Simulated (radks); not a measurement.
# Valence configurations of S⁺

An exercise on one series of results from a longer session: the logs are not shown, and one member is left open.

The numbers are computed with radks (a radial shooting solver on a logarithmic mesh, Libxc functionals) version 1 (non-relativistic Kohn-Sham, PBE, spin-polarised, spherical densities, point nucleus; open shells are filled with parallel spins first), except any that are marked as measured or tabulated.

### Starting point

```
element       : sulfur (Z = 16)
charge        : +1
electrons     : 15
configuration : [Ne] 3s2 3p3
others tried  : 3s1.5 3p3.5; 3s1 3p4; 3s0.5 3p4.5; 3p5
```

The outer shells:

S⁺
```
[Ne] core
3s [↑↓]
3p [↑ ][↑ ][↑ ]
```

The first run:

Settings of this run:

```text
Z 16
configuration [Ne] 3s2 3p3
relativity non-relativistic
functional pbe,pbe
spin polarised
nucleus point
```

On the command line:

```sh
> python run_ks.py task.json out
```

This one command runs every case of the session in turn.

Steps of the session up to this table: [Ne] 3s2 3p3.

One of the session's tables, all rows but one given; the rest of the session is left out.

It belongs to the step «[Ne] 3s2 3p3». From the orbitals of this run (lengths in bohr):

```
  level     <r>  outermost maximum (interpolated)  90 % within  nodes
  2s up  0.4810                             0.390        0.754      1
2s down  0.4809                             0.390        0.753      1
  2p up  0.4430                             0.326        0.738      0
2p down  0.4429                             0.327        0.737      0
  3s up   1.636                              1.40         2.45      2
3s down   1.649                              1.39         2.50      2
  3p up       ?                                 ?            ?      ?
3p down   1.934                              1.55         3.03      1
```

Estimate the missing values for 3p up.

The run gave: <r>: 1.873; outermost maximum (interpolated): 1.55; 90 % within: 2.88; nodes: 1. In the column «<r>» it lies between 3s down (1.649) and 3p down (1.934).
